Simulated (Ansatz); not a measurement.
# triplet C2HClF4 at 6 levels

We compute a comparison of 6 runs (UHF/3-21G, U-r2SCAN/6-31G*, U-revPBE/6-31G*, UPBE0/6-31G*, USVWN5/6-31G*, UB3LYP/6-31G*) of triplet C2HClF4. 

The calculation is run with Ansatz 0.2.0.

53 further runs of the same task are left out: 53 set aside as unsound or not needed. Runs told in other sessions of the task aren't counted.

### 1 Starting point

The species is C2HClF4 (8 atoms), meant as a triplet with charge 0. SMILES of the parent species: `FC(Cl)C(F)(F)F`. The shape is that of a PBE0-D4/def2-TZVP optimisation. That shape belongs to the parent species and isn't relaxed for this state.

Bond lengths: F1–C2 1.349 Å, C2–Cl3 1.755 Å, C2–C4 1.533 Å, C4–F5 1.330 Å, C4–F6 1.325 Å, C4–F7 1.333 Å, C2–H8 1.091 Å. Some angles: F1–C2–Cl3 110.5°, F1–C2–C4 108.4°, Cl3–C2–C4 110.8°, C2–C4–F5 110.2°, C2–C4–F6 112.1°, C2–C4–F7 108.9°, F5–C4–F6 109.0°, F5–C4–F7 108.2°, F6–C4–F7 108.4°, F1–C2–H8 109.6°.

### 2 A single-point energy at UHF/3-21G (run 1)

File job.yaml:

```yaml
crystal:
  periodic: [false, false, false]
  atoms:
    - {symbol: F, position_ang: [-1.009760, -0.997300, 1.034070]}
    - {symbol: C, position_ang: [-0.026700, -0.752310, 0.143750]}
    - {symbol: Cl, position_ang: [1.532940, -1.198140, 0.813200]}
    - {symbol: C, position_ang: [-0.058240, 0.737850, -0.214790]}
    - {symbol: F, position_ang: [0.860470, 1.007860, -1.137810]}
    - {symbol: F, position_ang: [0.152480, 1.509050, 0.841250]}
    - {symbol: F, position_ang: [-1.256040, 1.034230, -0.720280]}
    - {symbol: H, position_ang: [-0.195140, -1.341240, -0.759390]}
basis:
  gaussian: {orbitals: 3-21G.json}
hamiltonian: {xc: hf}
accuracy: high
magnetization: {spin_polarized: true, initial_magnetization: 2}
output: {orbitals: {seedname: orbitals}}
```

The basis set 3-21G is read from a file made from the Basis Set Exchange's data (not shown).

Started as:

```console
ansatz run job.yaml --threads 1 --pin off --max-ram 3480MiB --events-out events.jsonl --progress --plain --runs-dir runs
```

The program printed:

```text
Warning: RAYON_NUM_THREADS=1 ignored (pool sized by the plan → 1); use --threads N
Functional definition: HF
  name "HF"
  exchange = exact_x
  correlation = 0
1574 factors; integrals over basis functions are off by at most 1.1e-8 eV
mean field evaluation 1: about -25259.3294 eV, gradient 3.2e1 eV
mean field evaluation 2: about -25259.3425 eV, gradient 3.2e1 eV
mean field evaluation 4: about -25265.4327 eV, gradient 4.6e0 eV
mean field evaluation 8: about -25266.2945 eV, gradient 3.8e-1 eV
mean field evaluation 16: about -25266.3084 eV, gradient 2.3e-5 eV
mean field evaluation 32: about -25266.1120 eV, gradient 7.0e-2 eV
mean field evaluation 64: about -25265.8301 eV, gradient 1.4e0 eV
mean field evaluation 96: about -25266.0217 eV, gradient 1.3e0 eV
mean field evaluation 128: about -25266.3027 eV, gradient 6.8e-2 eV
mean field -25266.30836940 eV, -928.5197064564 hartree, gradient 8.9e-8 eV, S^2 2.007318; 2 other end points of the search recorded, 0 dependent functions left out
reference -25266.30836940 eV, -928.5197064564 hartree; 34, 32 occupied and 35, 37 virtual orbitals, 1574 factors
Total energy: -25266.30836940 eV, -928.5197064564 hartree
```

Run time: 5.7 s. Hardware: 1 thread of Intel Xeon Platinum 8488C (Sapphire Rapids), shared host; peak memory 0.28 GiB.

### 3 A single-point energy at U-r2SCAN/6-31G(d) (spherical functions) (run 2)

File in.yaml:

```yaml
crystal:
  periodic: [false, false, false]
  atoms:
    - symbol: F
      position_ang: [-1.009760, -0.997300, 1.034070]
    - symbol: C
      position_ang: [-0.026700, -0.752310, 0.143750]
    - symbol: Cl
      position_ang: [1.532940, -1.198140, 0.813200]
    - symbol: C
      position_ang: [-0.058240, 0.737850, -0.214790]
    - symbol: F
      position_ang: [0.860470, 1.007860, -1.137810]
    - symbol: F
      position_ang: [0.152480, 1.509050, 0.841250]
    - symbol: F
      position_ang: [-1.256040, 1.034230, -0.720280]
    - symbol: H
      position_ang: [-0.195140, -1.341240, -0.759390]
basis:
  gaussian:
    orbitals: 6-31G_st_-spherical.json
magnetization:
  spin_polarized: true
  initial_magnetization: 2
hamiltonian:
  xc: r2scan
accuracy: high
output: {orbitals: {seedname: orbitals}}
```

The basis set 6-31G* is read from a file made from the Basis Set Exchange's data (not shown).

Started as:

```console
ansatz run in.yaml --threads 1 --pin off --max-ram 3480MiB --events-out events.jsonl --progress --plain --runs-dir runs
```

The program printed:

```text
Warning: RAYON_NUM_THREADS=1 ignored (pool sized by the plan → 1); use --threads N
Functional definition: r2SCAN
  name "r2SCAN"
  parameter k0 = 0.174
  parameter k1 = 0.065
  parameter a1 = 4.9479
  exchange = r2scan_x(k0 = k0, k1 = k1, a1 = a1)
  correlation = r2scan_c
2391 factors; integrals over basis functions are off by at most 4.2e-9 eV
mean field evaluation 1: about -25463.0988 eV, gradient 2.9e1 eV
mean field evaluation 2: about -25453.7949 eV, gradient 5.3e1 eV
mean field evaluation 4: about -25465.9091 eV, gradient 4.3e0 eV
mean field evaluation 8: about -25465.9877 eV, gradient 2.4e-1 eV
mean field evaluation 16: about -25465.9881 eV, gradient 4.2e-3 eV
mean field evaluation 32: about -25465.9881 eV, gradient 1.5e-7 eV
mean field -25465.98806202 eV, -935.8577998127 hartree, gradient 9.4e-8 eV, S^2 2.004045; 5 other end points of the search recorded, 0 dependent functions left out
reference -25465.98806280 eV, -935.8577998411 hartree; 34, 32 occupied and 70, 72 virtual orbitals, 2391 factors
Total energy: -25465.98806280 eV, -935.8577998411 hartree
```

It took 29 s on 1 thread of Intel Xeon Platinum 8488C (Sapphire Rapids), shared host; peak memory 0.57 GiB.

Runs 3 to 5 aren't shown in full; the table further down has their settings and results.

### 4 A single-point energy at UB3LYP/6-31G(d) (Cartesian functions) (run 6)

File molecule.yaml:

```yaml
crystal:
  periodic: [false, false, false]
  atoms:
    - {symbol: F, position_ang: [-1.009760, -0.997300, 1.034070]}
    - {symbol: C, position_ang: [-0.026700, -0.752310, 0.143750]}
    - {symbol: Cl, position_ang: [1.532940, -1.198140, 0.813200]}
    - {symbol: C, position_ang: [-0.058240, 0.737850, -0.214790]}
    - {symbol: F, position_ang: [0.860470, 1.007860, -1.137810]}
    - {symbol: F, position_ang: [0.152480, 1.509050, 0.841250]}
    - {symbol: F, position_ang: [-1.256040, 1.034230, -0.720280]}
    - {symbol: H, position_ang: [-0.195140, -1.341240, -0.759390]}
basis:
  gaussian:
    orbitals: "6-31G*"
hamiltonian:
  xc: {name: B3LYP}
output:
  orbitals: {seedname: orbitals}
magnetization:
  spin_polarized: true
  initial_magnetization: 2
accuracy: high
```

Started as:

```console
ansatz run molecule.yaml --threads 1 --pin off --max-ram 3480MiB --events-out events.jsonl --progress --plain --runs-dir runs
```

The program printed:

```text
Warning: RAYON_NUM_THREADS=1 ignored (pool sized by the plan → 1); use --threads N
Functional definition: B3LYP
  name "B3LYP"
  parameter a0 = 0.2
  parameter ax = 0.72
  parameter ac = 0.81
  exchange = (1 - a0 - ax)*slater_x + ax*b88_x + a0*exact_x
  correlation = (1 - ac)*vwn_rpa_c + ac*lyp_c
2445 factors; integrals over basis functions are off by at most 3.4e-9 eV
mean field evaluation 1: about -25469.4771 eV, gradient 3.1e1 eV
mean field evaluation 2: about -25465.1999 eV, gradient 4.7e1 eV
mean field evaluation 4: about -25472.4381 eV, gradient 2.2e0 eV
mean field evaluation 8: about -25472.5589 eV, gradient 2.6e-1 eV
mean field evaluation 16: about -25472.5599 eV, gradient 1.8e-2 eV
mean field evaluation 32: about -25472.5600 eV, gradient 1.1e-5 eV
mean field -25472.56001012 eV, -936.0993144506 hartree, gradient 4.6e-8 eV, S^2 2.003093; 4 other end points of the search recorded, 0 dependent functions left out
reference -25472.56003924 eV, -936.0993155206 hartree; 34, 32 occupied and 77, 79 virtual orbitals, 2445 factors
Total energy: -25472.56003924 eV, -936.0993155206 hartree
```

Wall time 32 s (1 thread of Intel Xeon Platinum 8488C (Sapphire Rapids), shared host); peak memory 0.67 GiB.

### 5 The series

```
run                                  level  Cartesian functions  energy (Eh)  HOMO energy (eV)   ⟨S²⟩  wall time
  1                              UHF/3-21G                   no  -928.519706             -5.99  2.007      5.7 s
  2  U-r2SCAN/6-31G* (spherical functions)                   no  -935.857800             -1.24  2.004       29 s
  3  U-revPBE/6-31G* (spherical functions)                   no  -935.847801             -0.75  2.002       14 s
  4     UPBE0/6-31G* (spherical functions)                   no  -935.477039             -2.31  2.004       30 s
  5    USVWN5/6-31G* (spherical functions)                   no  -931.402216             -0.87  2.001      7.8 s
  6    UB3LYP/6-31G* (Cartesian functions)                  yes  -936.099316             -2.01  2.003       32 s
```

### 6 Results

| quantity | value |
| --- | --- |
| run 6: total energy | -936.09932 Eh |
| run 6: HOMO energy (highest over α and β) | -2.01 eV |
| run 6: ⟨S²⟩ | 2.003 |

What this shows: Totals of different functionals can't be ranked against each other. All runs together took 2 min, the longest 32 s.
